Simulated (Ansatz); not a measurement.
**BrH2InO2: small, medium and large basis sets**

One table from this session's results is given with a row withheld; the runs are named, their logs left out.

The runs use Ansatz 0.2.0, Gaussian basis; one geometry, several basis sets.

Plan: PBE0-D4/def2-SVP; ωB97M-V/def2-SVP; PBE0-D4/def2-QZVPP; ωB97M-V/def2-QZVPP; the functionals' def2-TZVPP values are taken from earlier runs.

2 further runs of the same task are left out: 2 for a known fault of the program. Runs told in other sessions of the task aren't counted.

### The relaxed structure

The geometry comes from an earlier relaxation with PBE0-D4 in a triple-zeta def2 set; it is a stationary point. In takes the def2 core potential; no spin-orbit term is included.

SMILES `[OH][In]([OH])[Br]`, 6 atoms, charge 0, spin multiplicity 1.

Atoms are counted from 1 here; the program's logs count them from 0.

Bond lengths: O1–In2 1.974 Å, O1–H5 0.961 Å, In2–O3 1.974 Å, In2–Br4 2.428 Å, O3–H6 0.961 Å. Angles: In2–O1–H5 112.8°, O1–In2–O3 121.8°, O1–In2–Br4 119.1°, O3–In2–Br4 119.1°, In2–O3–H6 112.8°.

Set-up of the first run:

Input file in.yaml:

```yaml
crystal:
  periodic: [false, false, false]
  atoms:
    - {symbol: O, position_ang: [-1.068550, 1.306113, -0.506780]}
    - {symbol: In, position_ang: [-0.267668, -0.464965, -0.164058]}
    - {symbol: O, position_ang: [1.485561, -0.660731, 0.721059]}
    - {symbol: Br, position_ang: [-1.472485, -2.458034, -0.850356]}
    - {symbol: H, position_ang: [-0.513817, 2.030715, -0.206052]}
    - {symbol: H, position_ang: [1.878959, 0.182703, 0.959987]}
basis:
  gaussian: {orbitals: def2-SVP}
hamiltonian: {xc: pbe0, dispersion: d4}
output: {orbitals: {seedname: orbitals}}
```

The run is started by

```console
> ansatz run in.yaml --threads 4 --pin off --events-out ev --progress --plain --max-ram 10444MiB
```

Steps of the session up to this table: PBE0-D4 in def2-SVP; ωB97M-V in def2-SVP; PBE0-D4 in def2-QZVPP; ωB97M-V in def2-QZVPP.

One of the session's tables, all rows but one given; the rest of the session is left out.

It belongs to the step «Density functionals: the series». 

```
functional       basis  HOMO (eV)  LUMO (eV)
   PBE0-D4    def2-SVP      -8.38      -2.06
   PBE0-D4  def2-TZVPP      -8.54      -2.27
   PBE0-D4  def2-QZVPP      -8.57      -2.34
   ωB97M-V    def2-SVP     -10.60      -0.08
   ωB97M-V  def2-TZVPP     -10.79      -0.39
   ωB97M-V  def2-QZVPP          ?          ?
```

**Question.** Estimate the row for ωB97M-V, def2-QZVPP.

The run gave: HOMO (eV): -10.82; LUMO (eV): -0.58. In the column «HOMO (eV)» it is the lowest.
